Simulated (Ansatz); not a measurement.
# GdSi3 (AuCu3 type): other levels of theory at one geometry

The task here is to estimate one member of a computed series from the others.

Program: Ansatz 0.2.0. Level of theory: DFT at several levels, plane waves, PAW. These are calculated values, not measurements.

1 further run of the same task is left out (it didn't finish).

### The starting structure

Symmetry: P4/mmm, No. 123, tetragonal system. The conventional cell has a = 4.168 Å, b = 4.168 Å, c = 4.156 Å, α = 90.00°, β = 90.00°, γ = 90.00°. Gd (site symmetry 4/mmm) has 12 Si at 2.94 to 2.95 Å as nearest neighbours. Si (site symmetry mmm) is surrounded by 4 Gd at 2.94 Å and 8 Si at 2.94 to 2.95 Å. Si (site symmetry 4/mmm) has 8 Si at 2.94 Å and 4 Gd at 2.95 Å as nearest neighbours.

Coordinates:

```
CELL_PARAMETERS angstrom
4.16798 0.00000 0.00000
0.00000 4.16798 0.00000
0.00000 0.00000 8.31195
ATOMIC_POSITIONS crystal
Gd 0.00000 0.00000 0.00000
Si 0.00000 0.50000 0.25000
Si 0.50000 0.50000 0.00000
Si 0.50000 0.00000 0.25000
Gd 0.00000 0.00000 0.50000
Si 0.00000 0.50000 0.75000
Si 0.50000 0.50000 0.50000
Si 0.50000 0.00000 0.75000
```

An earlier run at PBE+U (U_eff = 6 eV on Gd 4f) left this cell at 18.049 Å³/atom and 0.00 GPa (8×8×4 mesh), metallic, moments in the atoms' spheres Gd 7.05, -7.05 μB. The large moments point both ways and cancel.

Levels to run: PBE+U with U = 7 eV on Gd 4f; PBE+U with U = 3 eV on Gd 4f; PBE+U with U = 5 eV on Gd 4f. Hardware: 2 threads of Arm Neoverse V2, shared host.

Set-up of the first run:

input.yaml reads:

```yaml
crystal:
  lattice:
    - [4.1679802821, 0.0, 0.0]
    - [0.0, 4.1679802821, 0.0]
    - [0.0, 0.0, 8.3119467024]
  atoms:
    - { symbol: Gd, position: [0.0, 0.0, 0.0], spin: 7.75 }
    - { symbol: Si, position: [0.0, 0.5, 0.2499998424] }
    - { symbol: Si, position: [0.5, 0.5, 0.0] }
    - { symbol: Si, position: [0.5, 0.0, 0.2499998424] }
    - { symbol: Gd, position: [0.0, 0.0, 0.5], spin: -7.75 }
    - { symbol: Si, position: [0.0, 0.5, 0.7500001576] }
    - { symbol: Si, position: [0.5, 0.5, 0.5] }
    - { symbol: Si, position: [0.5, 0.0, 0.7500001576] }
basis:
  ecutwfc: 420
  ecutrho_ratio: 4
kpoints:
  mp_grid: { grid: [8, 8, 4] }
hamiltonian:
  xc: pbe
  hubbard: { sites: [{ species: Gd, l: f, u_eff: 7.0 }] }
scf:
  occupations: { method: gaussian, width: 0.05 }
  lower_state_search: "off"
output:
  forces: true
  stress: true
  eigenvalues: true
  populations: true
  hubbard: { sites: [{ species: Gd, l: f }] }
  dos: { projected: true, de: 0.02 }
magnetization:
  spin_polarized: true
checkpoint:
  read: start.run
  write: ck
  compress: false
  write_wavefunctions: false
  write_every: 100000
```

start.run holds the state of a PBE+U run on this cell.

Run with:

```sh
ansatz run input.yaml --threads 2 --pin off --max-ram 2662MiB --backend cpu --events-out ev --progress --plain --runs-dir out
```

Steps of the session up to this table: PBE+U with U = 7 eV on Gd 4f; PBE+U with U = 3 eV on Gd 4f; PBE+U with U = 5 eV on Gd 4f.

One of the session's tables, all rows but one given; the rest of the session is left out.

| level | pressure (GPa) | largest spin moment (μB) |
| --- | --- | --- |
| PBE+U with U = 3 eV on Gd 4f | -0.5 | 6.99 |
| PBE+U with U = 5 eV on Gd 4f | -0.2 | 7.03 |
| PBE+U with U = 6 eV on Gd 4f | 0.0 | 7.05 |
| PBE+U with U = 7 eV on Gd 4f | ? | ? |

Estimate the missing values for PBE+U with U = 7 eV on Gd 4f.

As computed: pressure (GPa): 0.1; largest spin moment (μB): 7.06. In the column «pressure (GPa)» it is the highest.

The pressure runs from -0.5 GPa (PBE+U with U = 3 eV on Gd 4f) to 0.1 GPa (PBE+U with U = 7 eV on Gd 4f); a negative pressure means that level wants a smaller cell, a positive one a larger cell. Runs that start from the base's state can stay on it, so another U may have a lower state that wasn't reached. Total energies of different levels have different zeros and can't be compared.

Limits of these values: Warnings in the runs' records: filled band counts differ across k points, stability check not made.
